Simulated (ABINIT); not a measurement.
The system is Mg2Al.

```
Mg Al
1.0
     0.00000    2.84212    2.84212
     2.84212    0.00000    2.84212
     2.84212    2.84212    0.00000
Mg Al
2 1
Cartesian
  4.2632 4.2632 4.2632
  2.8421 2.8421 2.8421
  0.0000 0.0000 0.0000
```

The cell was built by a generator and needn't be a form met in nature.

```yaml
Program: ABINIT 10.8.3 (patched build)
Task: relaxation of cell and atoms
Functional: PBE
Potentials_or_basis: JTH PAW PBE v2.0
Cutoff: 544 eV
k_mesh: 8 × 8 × 8
Occupations: fermi-dirac, width 0.05 eV
Spin: no spin polarisation
```

At the start: pressure 42.4 GPa; volume 15.31 Å³/atom.

Problem. How do energy, volume and symmetry change on relaxing?

Solution. Over 6 steps the energy falls by 831.4 meV/atom and the volume is 24.52 Å³/atom (+60.2 %); space group F-43m (No. 216, to 0.05 Å).

Step by step:
```
step  energy change (eV)  largest force (eV/Å)  pressure (GPa)  volume (Å³)
   1              0.0000                0.0000           42.40        45.92
   2             -1.2640                0.0000           24.27        52.13
   3             -2.3570                0.0000            5.66        65.12
   4             -2.4837                0.0000            1.41        71.03
   5             -2.4940                0.0000            0.12        73.32
   6             -2.4941                0.0000            0.01        73.55
```

Final structure:
```
CELL_PARAMETERS angstrom
0.00000 3.32543 3.32543
3.32543 0.00000 3.32543
3.32543 3.32543 0.00000
ATOMIC_POSITIONS crystal
Mg 0.75000 0.75000 0.75000
Mg 0.50000 0.50000 0.50000
Al 0.00000 0.00000 0.00000
```

Caveat: the volume moved by over 15 % at a fixed basis, so the end points are rough.
